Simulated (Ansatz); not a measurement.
# MgCdS2: the cost of one run

Computed with the Python package of Ansatz 0.2.0. Level of theory: DFT r2SCAN, plane waves, PAW.

## 1. The system

It takes space group P4/mmm (No. 123, tetragonal). The conventional cell has a = 3.808 Å, b = 3.808 Å, c = 5.386 Å, α = 90.00°, β = 90.00°, γ = 90.00°. Mg (site symmetry 4/mmm) is surrounded by 6 S at 2.69 Å. Cd (site symmetry 4/mmm) has 6 S at 2.69 Å as nearest neighbours. S (site symmetry 4/mmm) is surrounded by 4 Mg at 2.69 Å and 2 Cd at 2.69 Å. S (site symmetry 4/mmm) is surrounded by 4 Cd at 2.69 Å and 2 Mg at 2.69 Å.

No structure file is read: the coordinates are typed or built in the script.

## 2. The code

File defect_mgcds2.py:

```python
# -*- coding: utf-8 -*-
"""Point defect (antisite) in MgCdS2."""

import warnings

import ansatz as az
import numpy as np

config = {
    "kmesh": (1, 1, 1),
    "functional": "r2SCAN",
    "max_iterations": 100,
    "filling": "gaussian",
    "smearing_width": 0.05,
}

warnings.simplefilter("ignore", az.DeckWarning)

lattice = az.Lattice.of(
    (3.807676, 0.0, 0.0),
    (0.0, 3.807676, 0.0),
    (0.0, 0.0, 5.385704),
)
sites = [
    ("Mg", (0.5, 0.5, 0.5)),
    ("Cd", (0.0, 0.0, 0.0)),
    ("S", (0.0, 0.0, 0.5)),
    ("S", (0.5, 0.5, 0.0)),
]
structure = az.Crystal(lattice=lattice)
for symbol, position in sites:
    structure = structure.atom(symbol, position)
host = structure.supercell(2, 2, 1)
defective = host.substitution("Mg", at=(0.0, 0.0, 0.5), replaces="S")

def with_settings(structure):
    return (
        structure.calculation()
        .kpoints(mesh=config["kmesh"])
        .basis(19 * az.Ha, xc_grid=2)
        .functional(config["functional"])
        .scf(max_iterations=config["max_iterations"])
        .occupations(config["filling"], width=config["smearing_width"])
        .band_table()
    )


perfect = with_settings(host).run(threads=1).report
base = with_settings(defective)
base = base.relax(force_tolerance=0.02, max_steps=40)
result = base.run(threads=1)
r = result.report

n_host, n_defect = len(perfect["lattice"]["sites"]), len(r["lattice"]["sites"])
print(f"perfect cell: {n_host} atoms, F = {perfect['free_energy_ev']:.4f} eV")
print(f"defect cell:  {n_defect} atoms, F = {r['free_energy_ev']:.4f} eV")
# chemical potentials are still to be added to this difference
print(f"difference {r['free_energy_ev'] - perfect['free_energy_ev']:.4f} eV (no chemical potentials)")

pull = np.linalg.norm(r["forces_ev_ang"], axis=1)
for atom in np.argsort(-pull)[:5]:
    print(f"force on {result.lattice.sites[atom].symbol}{atom}: {pull[atom]:.3f} eV/A")

start = np.array([site.position for site in defective.resolved().sites])
step = np.array([site.position_frac for site in result.lattice.sites]) - start
moved = np.linalg.norm((step - np.round(step)) @ result.lattice.cell_ang, axis=1)
print("relaxation by atom (A):", " ".join(f"{site.symbol}:{d:.3f}" for site, d in zip(result.lattice.sites, moved)))
```

## 3. The input behind the calls

The engine receives this input (first run):

```yaml
crystal:
  lattice:
    - [3.807676, 0.0, 0.0]
    - [0.0, 3.807676, 0.0]
    - [0.0, 0.0, 5.385704]
  atoms:
    - { symbol: Mg, position: [0.5, 0.5, 0.5] }
    - { symbol: Cd, position: [0.0, 0.0, 0.0] }
    - { symbol: S, position: [0.0, 0.0, 0.5] }
    - { symbol: S, position: [0.5, 0.5, 0.0] }
  supercell: [2, 2, 1]
basis:
  ecutwfc: 517.016338673772
  xc_grid: 2
kpoints:
  mp_grid:
    grid: [1, 1, 1]
hamiltonian:
  xc: r2scan
scf:
  max_iter: 100
  occupations:
    method: gaussian
    width: 0.05
output:
  eigenvalues: true
```

## 4. Launch

The run is started by

```
$ python defect_mgcds2.py
```

Q: Estimate wall time and peak memory on 1 thread of Arm Neoverse V2, shared host.

About 25 s, with a peak of 0.62 GiB.
